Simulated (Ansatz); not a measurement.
The system is TaTl.

```
CELL_PARAMETERS angstrom
3.62212 0.00000 0.00000
0.00000 3.62212 0.00000
0.00000 0.00000 3.62212
ATOMIC_POSITIONS crystal
Ta 0.00000 0.00000 0.00000
Tl 0.50000 0.50000 0.50000
```

The cell was built by a generator and needn't be a form met in nature.

Program: Ansatz 0.2.0. Alike in all runs: task band structure; potentials or basis Ansatz PAW; no spin polarisation; cell as given; smearing fermi-dirac 0.05 eV.

Q: Order these runs on this cell by their pressure, lowest first.
A. level LDA; k mesh 5 × 5 × 5; cutoff (eV) 420
B. level r2SCAN; k mesh 7 × 7 × 7; cutoff (eV) 500
C. level RPBE; k mesh 7 × 7 × 7; cutoff (eV) 420
D. level BLYP; k mesh 7 × 7 × 7; cutoff (eV) 420
E. level PBE; k mesh 7 × 7 × 7; cutoff (eV) 420

A: A (-19.9 GPa), B (-16.4 GPa), E (-13.5 GPa), C (-11.3 GPa), D (-8.1 GPa).

Caveats: the PAW data sets come from PBE, with cores solved anew for the run's functional, which leaves a small shift of forces and pressure (some runs).
